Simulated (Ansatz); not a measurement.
Working through densities of the highest filled and lowest empty bands of CsSnI3, space group Pm-3m

Computed with Ansatz 0.2.0 through its Python package.

At the Python prompt:
```pycon
>>> import itertools
>>> import ansatz as az
>>> from ase import Atoms
>>> import numpy as np
>>> atoms = Atoms(
...     ["Cs", "Sn", "I", "I", "I"],
...     scaled_positions=[
...         (0.0, 0.0, 0.0),
...         (0.5, 0.5, 0.5),
...         (0.0, 0.5, 0.5),
...         (0.5, 0.0, 0.5),
...         (0.5, 0.5, 0.0),
...     ],
...     cell=[
...         (6.2057, 0.0, 0.0),
...         (0.0, 6.2057, 0.0),
...         (0.0, 0.0, 6.2057),
...     ],
...     pbc=True,
... )
>>> crystal = az.Crystal.from_ase(atoms)
>>> [site.symbol for site in crystal.resolved().sites]
['Cs', 'Sn', 'I', 'I', 'I']
>>> calc = (
...     crystal.calculation()
...     .functional("revpbe")
...     .basis(470)
...     .kpoints(spacing=0.4)
...     .mixing("anderson")
...     .occupations("fixed")
...     .band_densities([("v2", "v1"), ("c1", "c2")])
... )
>>> done = calc.run(threads=1, pin="off")

>>> report = done.report
>>> report["converged"], report["free_energy_ev"]
(True, -34271.18854715355)
>>> # share of each window within a sphere about each atom, summed on the grid
>>> cell = np.asarray(done.lattice.cell_ang)
>>> for names, window in zip([("v2", "v1"), ("c1", "c2")], done.band_densities().windows):
...     density = window.outcome.density
...     rho = density.channels[0].density_e_per_ang3
...     axes = density.fft_grid_basis @ cell
...     points = np.stack(np.meshgrid(*(np.arange(n) / n for n in rho.shape), indexing="ij"), axis=-1)
...     print("bands", names, "electrons", np.round(window.outcome.n_electrons, 3), "peak", round(float(rho.max()), 3), "e/A^3")
...     for index, site in enumerate(done.lattice.sites):
...         offset = points - np.asarray(site.position_ang) @ np.linalg.inv(axes)
...         offset -= np.round(offset)
...         distance = np.min([np.linalg.norm((offset + image) @ axes, axis=-1) for image in itertools.product((-1, 0, 1), repeat=3)], axis=0)
...         print(f"   {index} {site.symbol:2s} {100 * rho[distance < 0.8].sum() / rho.sum():5.1f} % within 0.8 A")
...
bands ('v2', 'v1') electrons [4.] peak 0.094 e/A^3
   0 Cs   0.1 % within 0.8 A
   1 Sn   1.9 % within 0.8 A
   2 I    4.0 % within 0.8 A
   3 I    4.0 % within 0.8 A
   4 I    4.0 % within 0.8 A
bands ('c1', 'c2') electrons [4.] peak 0.216 e/A^3
   0 Cs   0.4 % within 0.8 A
   1 Sn   4.6 % within 0.8 A
   2 I    1.7 % within 0.8 A
   3 I    1.7 % within 0.8 A
   4 I    1.7 % within 0.8 A
```

Reading the output:
- These settings explore the input space; cutoff and mesh may be short of convergence.
- Of the deposited cell: it was measured well above room temperature.
- The structure is a deposited one; some such entries were measured under pressure or heat, so a shift against it needn't be the functional's error alone.
- The windows are summed over all k-points with every state counted as full, the empty ones too; where a window cuts a degenerate level its bands share the weight. Values near the nuclei depend on the potentials. Spheres that overlap count density twice, so shares are no populations.
- Wall time of the script: 4.3 s on 1 thread of Arm Neoverse V2, on a shared host, peak memory 0.51 GiB.

(Lines on the test bed's own set-up are left out of the output.)
